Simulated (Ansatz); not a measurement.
# CH₆AlNSSi: up Jacob's ladder to CCSD(T)

One table from this session's results is given with a row withheld; the runs are named, their logs left out.

The runs use Ansatz 0.2.0, Gaussian basis; functionals in def2-TZVPP, the program's frozen cores in correlated methods.

Levels to be run: PBE-D4, r2SCAN-D4, PBE0-D4, B3LYP-D4, ωB97X-V, ωB97M-V, B2PLYP; CCSD(T)/def2-TZVPP; MP2/def2-QZVPP; extrapolation to the limit.

## Structure used throughout

An earlier PBE0-D4 in a triple-zeta def2 set relaxation fixed the geometry.

11 atoms, charge 0, spin multiplicity 1.

Atoms are counted from 1 here; the program's logs count them from 0.

Bond lengths: Al1–N2 1.844 Å, Al1–S5 2.449 Å, Al1–H6 1.598 Å, Al1–H7 1.595 Å, N2–Si3 1.683 Å, N2–H8 1.010 Å, Si3–C4 1.895 Å, Si3–H9 1.492 Å, Si3–H10 1.494 Å, C4–S5 1.619 Å, C4–H11 1.091 Å. Angles: N2–Al1–S5 92.6°, N2–Al1–H6 118.2°, N2–Al1–H7 116.3°, S5–Al1–H6 98.5°, S5–Al1–H7 105.6°, H6–Al1–H7 118.3°, Al1–N2–Si3 123.0°, Al1–N2–H8 118.7°, Si3–N2–H8 117.7°, N2–Si3–C4 103.1°, N2–Si3–H9 116.7°, N2–Si3–H10 118.5°, C4–Si3–H9 106.8°, C4–Si3–H10 103.9°, H9–Si3–H10 106.4°, Si3–C4–S5 121.3°, Si3–C4–H11 122.2°, S5–C4–H11 116.5° and more.

Set-up of the first run:

Input file in.yaml:

```yaml
crystal:
  periodic: [false, false, false]
  atoms:
    - {symbol: Al, position_ang: [-1.349659, 0.653805, 1.011216]}
    - {symbol: N, position_ang: [0.488859, 0.633966, 0.873693]}
    - {symbol: Si, position_ang: [1.305274, -0.113018, -0.393932]}
    - {symbol: C, position_ang: [-0.071289, -1.045963, -1.303016]}
    - {symbol: S, position_ang: [-1.615782, -0.938029, -0.830260]}
    - {symbol: H, position_ang: [-2.141740, 1.887053, 0.375381]}
    - {symbol: H, position_ang: [-1.971026, -0.065398, 2.291785]}
    - {symbol: H, position_ang: [1.037305, 0.974821, 1.649761]}
    - {symbol: H, position_ang: [2.338016, -1.124323, -0.022479]}
    - {symbol: H, position_ang: [1.918082, 0.745524, -1.452392]}
    - {symbol: H, position_ang: [0.127259, -1.665438, -2.179156]}
basis:
  gaussian: {orbitals: def2-TZVPP}
hamiltonian: {xc: pbe, dispersion: d4}
output: {forces: true, orbitals: {seedname: orbitals}}
```

Started as:

```sh
$ ansatz run in.yaml --threads 4 --pin off --events-out ev --progress --plain --max-ram 10444MiB
```

Among the steps run: PBE-D4 (GGA); r2SCAN-D4 (meta-GGA); PBE0-D4 (hybrid); B3LYP-D4 (hybrid); ωB97X-V (range-separated); ωB97M-V (range-separated); B2PLYP (double hybrid); CCSD(T) in def2-TZVPP; MP2 in def2-QZVPP.

One table of the session follows, with a row left open; its other results are not shown here.

| method | atomisation energy (kJ/mol) |
| --- | --- |
| PBE-D4 | 3677.7 |
| r2SCAN-D4 | 3646.3 |
| PBE0-D4 | 3618.8 |
| B3LYP-D4 | 3637.6 |
| ωB97X-V | ? |
| ωB97M-V | 3656.2 |
| B2PLYP | 3584.5 |
| HF/def2-TZVPP | 2582.9 |
| MP2/def2-TZVPP | 3567.9 |
| CCSD/def2-TZVPP | 3465.2 |
| CCSD(T)/def2-TZVPP | 3529.2 |
| MP2/CBS | 3683.2 |
| CCSD(T)/CBS | 3644.5 |

Estimate the missing values for ωB97X-V.

The run gave: atomisation energy (kJ/mol): 3662.6. In the column «atomisation energy (kJ/mol)» it lies between ωB97M-V (3656.2) and PBE-D4 (3677.7).
